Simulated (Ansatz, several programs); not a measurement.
KI (started from an entry of an open crystallographic database), relaxed with r2SCAN in Ansatz (plane waves, PAW): the symmetry is Fm-3m (No. 225, cubic); conventional cell a = 7.089 Å, 44.53 Å³ an atom. K has 6 I at 3.54 Å; I has 6 K at 3.54 Å. The cell was then scaled with its shape and fractional coordinates held. Spin-unpolarised throughout; all numbers are computed.

| V (Å³/atom) | E (meV/atom) |
| --- | --- |
| 41.862 | 7.35 |
| 44.534 | 0.00 |
| 45.870 | 1.32 |
| 47.206 | 5.27 |

(1) Pass a cubic E = c₀ + c₁u + c₂u² + c₃u³, with u = V − 44.868 Å³, through these points.

(2) Where is the minimum, and what bulk modulus follows?

(3) Predict the energy and the pressure at the withheld volume, 43.198 Å³.

Results:

(1) c₀ = 0.05, c₁ = +0.451, c₂ = 0.847, c₃ = -0.0367 (meV and Å³).

(2) dE/du = 0 at u = -0.262, so V₀ = 44.61 Å³. B = V₀ d²E/dV² = 44.61 × (2c₂ + 6c₃u) = 44.61 × 1.752 = 78 meV/Å³, and 1 meV/Å³ is 0.16022 GPa: 13 GPa. A third-order Birch-Murnaghan fit to all five points gives 44.60 Å³ and 12 GPa.

(3) With u = -1.670: E ≈ 1.83 meV and P = −dE/dV ≈ +0.43 GPa. The run gives 1.80 meV and, from its stress, +0.43 GPa.
